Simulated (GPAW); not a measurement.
The system is Ti3As.

```
As Ti
1.0
     5.02177    0.00000    0.00000
     0.00000    5.02177    0.00000
     0.00000    0.00000    5.02177
As Ti
2 6
Direct
  0.00000 0.00000 0.00000
  0.50000 0.50000 0.50000
  0.00000 0.50000 0.75000
  0.00000 0.50000 0.25000
  0.75000 0.00000 0.50000
  0.25000 0.00000 0.50000
  0.50000 0.75000 0.00000
  0.50000 0.25000 0.00000
```

The cell comes from a database or a generator and needn't be the stable form of this composition.

| Item | Value |
| --- | --- |
| Program | GPAW 26.7.0 |
| Task | relaxation of cell and atoms |
| Functional | PBEsol |
| Potentials or basis | PAW data sets generated in the run's folder for this functional |
| Cutoff | 600 eV |
| Basis | pw |
| k mesh | 4 × 4 × 4 |
| Occupations | fermi-dirac, width 0.05 eV |
| Spin | no spin polarisation |

At the start: pressure -5.0 GPa; volume 15.83 Å³/atom.

Q: Where does the relaxation end?

A: Over 4 steps the energy falls by 6.9 meV/atom and the volume is 15.23 Å³/atom (-3.8 %); space group Pm-3n (No. 223, to 0.05 Å).

Step by step:
| step | energy change (eV) | largest force (eV/Å) | pressure (GPa) | volume (Å³) |
| --- | --- | --- | --- | --- |
| 1 | 0.0000 | 0.0000 | -5.01 | 126.64 |
| 2 | -0.0090 | 0.0000 | -4.69 | 126.30 |
| 3 | -0.0548 | 0.0000 | 0.22 | 121.62 |
| 4 | -0.0551 | 0.0000 | -0.01 | 121.82 |

Final structure:
```
CELL_PARAMETERS angstrom
4.95717 0.00000 0.00000
0.00000 4.95717 0.00000
0.00000 0.00000 4.95717
ATOMIC_POSITIONS crystal
As 0.00000 0.00000 0.00000
As 0.50000 0.50000 0.50000
Ti 0.00000 0.50000 0.75000
Ti 0.00000 0.50000 0.25000
Ti 0.75000 0.00000 0.50000
Ti 0.25000 0.00000 0.50000
Ti 0.50000 0.75000 0.00000
Ti 0.50000 0.25000 0.00000
```

Caveat: later steps reuse the first step's grids.
